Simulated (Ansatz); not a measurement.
# C₂H₅GaOSe: up Jacob's ladder to CCSD(T)

The task here is to estimate one member of a computed series from the others.

Computed with Ansatz 0.2.0, Gaussian basis. Level: functionals in def2-TZVPP, the program's frozen cores in correlated methods.

Plan: PBE-D4, r2SCAN-D4, PBE0-D4, B3LYP-D4, ωB97X-V, ωB97M-V, B2PLYP; CCSD(T)/def2-TZVPP; MP2/def2-QZVPP; extrapolation to the limit.

## The relaxed structure

An earlier PBE0-D4 in a triple-zeta def2 set relaxation fixed the geometry.

SMILES `C=C(O)[Se][GaH2]`, 10 atoms, charge 0, spin multiplicity 1.

Atoms are counted from 1 here; the program's logs count them from 0.

Bond lengths: C1–C2 1.324 Å, C1–H6 1.085 Å, C1–H7 1.080 Å, C2–O3 1.402 Å, C2–Se4 1.891 Å, O3–H8 0.966 Å, Se4–Ga5 2.423 Å, Ga5–H9 1.567 Å, Ga5–H10 1.562 Å. Angles: C2–C1–H6 121.4°, C2–C1–H7 120.3°, H6–C1–H7 118.3°, C1–C2–O3 121.8°, C1–C2–Se4 130.2°, O3–C2–Se4 108.0°, C2–O3–H8 111.0°, C2–Se4–Ga5 78.7°, Se4–Ga5–H9 116.0°, Se4–Ga5–H10 117.2°, H9–Ga5–H10 125.5°.

The first run:

Contents of in.yaml:

```yaml
crystal:
  periodic: [false, false, false]
  atoms:
    - {symbol: C, position_ang: [-0.965377, -1.234391, 1.229660]}
    - {symbol: C, position_ang: [-0.536741, -0.503363, 0.212174]}
    - {symbol: O, position_ang: [0.827994, -0.265696, -0.003231]}
    - {symbol: Se, position_ang: [-1.505698, 0.376832, -1.152439]}
    - {symbol: Ga, position_ang: [0.670567, 1.419096, -1.370348]}
    - {symbol: H, position_ang: [-0.272153, -1.717441, 1.909938]}
    - {symbol: H, position_ang: [-2.023311, -1.375768, 1.391769]}
    - {symbol: H, position_ang: [1.330969, -0.367018, 0.814762]}
    - {symbol: H, position_ang: [0.963235, 2.609730, -0.394917]}
    - {symbol: H, position_ang: [1.510504, 1.058020, -2.637378]}
basis:
  gaussian: {orbitals: def2-TZVPP}
hamiltonian: {xc: pbe, dispersion: d4}
output: {forces: true, orbitals: {seedname: orbitals}}
```

The run is started by

```console
ansatz run in.yaml --threads 2 --pin off --events-out ev --progress --plain --max-ram 32768MiB --backend cpu
```

Steps of the session up to this table: PBE-D4 (GGA); r2SCAN-D4 (meta-GGA); PBE0-D4 (hybrid); B3LYP-D4 (hybrid); ωB97X-V (range-separated); ωB97M-V (range-separated); B2PLYP (double hybrid); CCSD(T) in def2-TZVPP; MP2 in def2-QZVPP.

One of the session's tables, all rows but one given; the rest of the session is left out.

It belongs to the step «Atomisation energies». 

| method | atomisation energy (kcal/mol) |
| --- | --- |
| PBE-D4 | ? |
| r2SCAN-D4 | 827.8 |
| PBE0-D4 | 823.7 |
| B3LYP-D4 | 816.6 |
| ωB97X-V | 823.4 |
| ωB97M-V | 820.4 |
| B2PLYP | 809.5 |
| HF/def2-TZVPP | 569.1 |
| MP2/def2-TZVPP | 821.1 |
| CCSD/def2-TZVPP | 787.3 |
| CCSD(T)/def2-TZVPP | 803.8 |
| MP2/CBS | 841.4 |
| CCSD(T)/CBS | 824.1 |

Estimate the missing values for PBE-D4.

**Answer.** atomisation energy (kcal/mol): 842.4. In the column «atomisation energy (kcal/mol)» it is the highest.
